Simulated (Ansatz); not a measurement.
# BaAs2Rh2: the cost of one run

All numbers are computed with the Python package of Ansatz 0.2.0. Level of theory: DFT mr2scan, plane waves, norm-conserving potentials.

## 1. Starting point

Symmetry: I4/mmm, No. 139, tetragonal system. Conventional cell: a = 4.061 Å, b = 4.061 Å, c = 13.060 Å, α = 90.00°, β = 90.00°, γ = 90.00°. Ba (site symmetry 4/mmm) is surrounded by 8 As at 3.44 Å and 8 Rh at 3.85 Å. As (site symmetry 4mm) has 4 Rh at 2.45 Å and 4 Ba at 3.44 Å as nearest neighbours. Around Rh (site symmetry -4m2) lie 4 As at 2.45 Å.

The script holds or builds the structure itself.

## 2. Script

Contents of eos.py:

```python
"""Bulk modulus of BaAs2Rh2 from an E(V) curve."""

import ansatz as az
import numpy as np

vectors0 = np.array([
    [-2.03061, 2.03061, 6.53015],
    [2.03061, -2.03061, 6.53015],
    [2.03061, 2.03061, -6.53015],
])
sites = [
    ("Ba", [0.0, 0.0, 0.0]),
    ("As", [0.35476, 0.35476, 0.0]),
    ("As", [0.64524, 0.64524, 0.0]),
    ("Rh", [0.75, 0.25, 0.5]),
    ("Rh", [0.25, 0.75, 0.5]),
]


def crystal_on(cell):
    crystal = az.Crystal(lattice=az.Lattice.of(cell))
    for symbol, position in sites:
        crystal = crystal.atom(symbol, position)
    return crystal


def main() -> None:
    # uniform scaling of the cell
    volumes, energies = [], []
    for scale in np.linspace(0.88, 1.12, 7):
        cell = vectors0 * scale ** (1 / 3)
        job = (
            crystal_on(cell).calculation()
            .functional("mr2scan")
            .pseudopotentials("nc")
            .occupations("Methfessel-Paxton", width=0.05)
            .initial_density(normalization="cell")
            .scf(tolerance=1e-09, max_iterations=150)
            .kpoints(9, 9, 9)
        )
        rep = job.run(threads=1).report
        volumes.append(abs(np.linalg.det(cell)) / len(sites))
        energies.append(rep["free_energy_ev"] / len(sites))
        print(f"V = {volumes[-1]:8.4f} A^3/atom  F = {energies[-1]:.5f} eV/atom")

    # third-order Birch-Murnaghan: a cubic in V^(-2/3)
    x = np.array(volumes) ** (-2 / 3)
    poly = np.polynomial.Polynomial.fit(x, energies, 3).convert()
    roots = poly.deriv().roots()
    x0 = min((r.real for r in roots if abs(r.imag) < 1e-9 and poly.deriv(2)(r.real) > 0), key=lambda r: abs(r - x.mean()))
    v0 = x0 ** -1.5
    b0 = 4 / 9 * poly.deriv(2)(x0) * v0 ** (-7 / 3) * 160.21766
    b1 = 4 + 2 / 3 * x0 * poly.deriv(3)(x0) / poly.deriv(2)(x0)
    print(f"V0 = {v0:.4f} A^3/atom, B0 = {b0:.1f} GPa, dB/dP = {b1:.2f}")


if __name__ == "__main__":
    main()
```

## 3. What the engine is handed

The engine receives this input (first run):

```yaml
crystal:
  lattice:
    - [-1.9459010151900518, 1.9459010151900518, 6.257738075919708]
    - [1.9459010151900518, -1.9459010151900518, 6.257738075919708]
    - [1.9459010151900518, 1.9459010151900518, -6.257738075919708]
  atoms:
    - { symbol: Ba, position: [0.0, 0.0, 0.0] }
    - { symbol: As, position: [0.35476, 0.35476, 0.0] }
    - { symbol: As, position: [0.64524, 0.64524, 0.0] }
    - { symbol: Rh, position: [0.75, 0.25, 0.5] }
    - { symbol: Rh, position: [0.25, 0.75, 0.5] }
kpoints:
  mp_grid:
    grid: [9, 9, 9]
hamiltonian:
  xc: mr2scan
  pseudopotentials:
    kind: nc
scf:
  max_iter: 150
  convergence:
    dr2_threshold: 1.0e-09
  occupations:
    method: methfessel_paxton
    width: 0.05
  initial_density:
    normalization: cell
```

## 4. Launch

Command:

```
python eos.py
```

What time and memory should one allow on 1 thread of Intel Xeon Platinum 8259CL at 2.50GHz (Skylake/Cascade Lake), shared host?

About 19 min, with a peak of 1.4 GiB.
